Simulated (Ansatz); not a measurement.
Be, space group Im-3m, cell relaxations under several functionals

Computed with Ansatz's Python interface.

Input file `be.cif`:
```cif
data_Be
_cell_length_a 2.170469
_cell_length_b 2.170469
_cell_length_c 2.170469
_cell_angle_alpha 109.47122
_cell_angle_beta 109.47122
_cell_angle_gamma 109.47122
_symmetry_space_group_name_H-M 'P 1'
_symmetry_Int_Tables_number 1
loop_
_symmetry_equiv_pos_as_xyz
'x, y, z'
loop_
_atom_site_label
_atom_site_type_symbol
_atom_site_fract_x
_atom_site_fract_y
_atom_site_fract_z
Be1 Be    0.000000    0.000000    0.000000
```

Typed at the interpreter:
```pycon
>>> import warnings
>>> import ansatz as az
>>> from ase.io import read
>>> import numpy as np
>>> KGRID = (15, 15, 15)
>>> OCCUPATIONS = "Fermi-Dirac"
>>> WIDTH_EV = 0.1
>>> def edges_and_angles(cell):
...     cell = np.asarray(cell)
...     a, b, c = np.linalg.norm(cell, axis=1)
...     cosines = cell[1] @ cell[2] / (b * c), cell[0] @ cell[2] / (a * c), cell[0] @ cell[1] / (a * b)
...     return (a, b, c, *np.degrees(np.arccos(cosines)))
...
>>> warnings.simplefilter("ignore", az.DeckWarning)
>>> atoms = read("be.cif")
>>> cell = az.Crystal.from_ase(atoms)
>>> cell.resolved().tree()["lattice"]
((2.170469, 0.0, 0.0), (-0.7234896440056207, 2.0463378056854693, 0.0), (-0.7234896440056207, -1.023168854771397, 1.7721805522021195))
>>> job = cell.calculation()
>>> job = job.kpoints(*KGRID)
>>> job = job.basis(31 * az.Ry).occupations(OCCUPATIONS, width=WIDTH_EV)
>>> job = job.relax(cell=True)
>>> levels = [("lda", "none"), ("pbesol", "d3bj"), ("blyp", "d3bj")]
>>> print("level            a       b       c    alpha   beta  gamma  V/atom  steps")
level            a       b       c    alpha   beta  gamma  V/atom  steps
>>> for name, dispersion in levels:
...     seen = []
...     run = job.functional(name, dispersion=dispersion).session().plan()
...     outcome = run.execute(on_event=lambda e: seen.append(e) if e["event"] == "relax_step" else None)
...     cell = outcome.lattice.cell_ang
...     label = name if dispersion == "none" else f"{name}+{dispersion}"
...     print("{:13s} {:7.4f} {:7.4f} {:7.4f} {:6.2f} {:6.2f} {:6.2f}".format(label, *edges_and_angles(cell)), f"{abs(np.linalg.det(cell)) / len(outcome.lattice.sites):7.3f} {len(seen):5d}")
...
lda            2.1323  2.1323  2.1323 109.47 109.47 109.47   7.463     5
pbesol+d3bj    2.1260  2.1260  2.1260 109.47 109.47 109.47   7.397     5
blyp+d3bj      2.0699  2.0699  2.0699 109.47 109.47 109.47   6.827     6
```

From smallest to largest: BLYP+D3BJ (6.83 Å³ an atom, -13.3 % against the start), PBEsol+D3BJ (7.40 Å³ an atom, -6.0 % against the start) and LDA (7.46 Å³ an atom, -5.2 % against the start). The spread is 9.3 % in volume.

What to keep in mind:
- BLYP and dispersion corrections can be off by several per cent in the lattices of metals, and by several GPa in the pressure at a fixed cell.
- The mesh is modest for a metal, so energies can be off by several to tens of meV an atom and pressures by half a GPa or more; differences at equal mesh fare better.
- Edges and angles are those of the cell as typed, here a primitive one, not of the conventional cell.
- This isn't the structure that Be takes at ambient conditions.
- Wall time of the script: 6.8 s on 1 thread of Intel(R) Xeon(R) Processor @ 2.30GHz, with other jobs on the host, peak memory 0.51 GiB.
